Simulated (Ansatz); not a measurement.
# HIF radical: geometry and frequencies at several levels

One table from this session's results is given with a row withheld; the runs are named, their logs left out.

Computed with Ansatz 0.2.0 (the levels named in each step, unless a step's input says otherwise).

## Starting point

Bond lengths: F1–H3 0.933 Å.

Coordinates:

```xyz
3

F     2.0326    2.3589   -1.2031
I    -0.3222   -0.3674    0.1840
H     2.2525    1.7977   -0.4912
```

The first run:

Input file input.yaml:

```yaml
crystal:
  periodic: [false, false, false]
  atoms:
    - { symbol: F, position_ang: [2.03257, 2.35892, -1.20312] }
    - { symbol: I, position_ang: [-0.32218, -0.36742, 0.18402] }
    - { symbol: H, position_ang: [2.25248, 1.79773, -0.49122] }
magnetization:
  spin_polarized: true
  initial_magnetization: 1
basis:
  gaussian: { orbitals: def2-SVP }
hamiltonian:
  xc: pbe
  dispersion: d4
relax:
  f_tol: 0.03
  max_steps: 200
```

Launch:

```
$ ansatz run input.yaml --threads 1 --pin off --max-ram 2560MiB --backend cpu --events-out ev --progress --plain --runs-dir out
```

Steps of the session up to this table: A rough first relaxation, PBE-D4/def2-SVP; Relaxation, HF/def2-SVP; Frequencies, HF/def2-SVP; Relaxation, LDA/def2-SVP; Frequencies, LDA/def2-SVP; Relaxation, PBE-D4/def2-SVP; Frequencies, PBE-D4/def2-SVP; Relaxation, PBE0-D4/def2-TZVPP; Relaxation, MP2/def2-TZVPP; Frequencies, MP2/def2-TZVPP.

One of the session's tables, all rows but one given; the rest of the session is left out.

```
             level  F1–H3 (Å)  dipole (D)  highest frequency (cm⁻¹)
       HF/def2-SVP     0.9018        2.07                      4476
      LDA/def2-SVP     0.9438        1.80                      3818
   PBE-D4/def2-SVP     0.9382        1.91                      3886
PBE0-D4/def2-TZVPP     0.9196        1.88                         -
    MP2/def2-TZVPP          ?           ?                         ?
```

Estimate the missing values for MP2/def2-TZVPP.

The run gave: F1–H3 (Å): 0.9194; dipole (D): 1.97; highest frequency (cm⁻¹): 4134. In the column «F1–H3 (Å)» it lies between HF/def2-SVP (0.9018) and PBE0-D4/def2-TZVPP (0.9196).
